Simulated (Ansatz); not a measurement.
# CoSi2: the cost of one run

Computed with Ansatz 0.2.0 (DFT PBE, scalar-relativistic, plane waves, PAW, unless a step's input says otherwise).

24 further runs of the same task are left out: 24 set aside as unsound or not needed.

## 1. The starting structure

Symmetry: Fm-3m, No. 225, cubic system. Conventional cell: a = 5.288 Å, b = 5.288 Å, c = 5.288 Å, α = 90.00°, β = 90.00°, γ = 90.00°. Co (site symmetry m-3m) is surrounded by 8 Si at 2.29 Å. Around Si (site symmetry -43m) lie 4 Co at 2.29 Å.

Coordinates:

```
Co Si
1.0
     0.00000    2.64398    2.64398
     2.64398    0.00000    2.64398
     2.64398    2.64398    0.00000
Co Si
1 2
Direct
  0.00000 0.00000 0.00000
  0.25000 0.25000 0.25000
  0.75000 0.75000 0.75000
```

## 2. Volume 12.322 Å³ an atom, total moment held at 0.275 muB a cell

The input, input.yaml:

```yaml
crystal:
  lattice:
    - [0.0, 2.6439758734, 2.6439758734]
    - [2.6439758734, 0.0, 2.6439758734]
    - [2.6439758734, 2.6439758734, 0.0]
  atoms:
    - { symbol: Co, position: [0.0, 0.0, 0.0], spin: 0.275 }
    - { symbol: Si, position: [0.25, 0.25, 0.25] }
    - { symbol: Si, position: [0.75, 0.75, 0.75] }
basis:
  ecutwfc: 520.0
kpoints:
  mp_grid: { grid: [14, 14, 14] }
hamiltonian:
  xc: pbe
  pseudopotentials: { kind: paw, azcp: { folder: soft_1 } }
scf:
  occupations: { method: gaussian, width: 0.15 }
  lower_state_search: "off"
output:
  forces: true
  stress: true
  eigenvalues: true
  populations: true
magnetization:
  spin_polarized: true
  initial_magnetization: 0.275
  spin_locking: { lock_magnetization: hard }
```

Launch:

```sh
ansatz run input.yaml --threads 2 --pin off --max-ram 4096MiB --backend cpu --events-out ev --progress --plain --runs-dir out
```

**Question.** How long does this run take on 2 threads of Arm Neoverse N1, shared host, and how much memory does it need?

About 12 s, with a peak of 0.41 GiB.
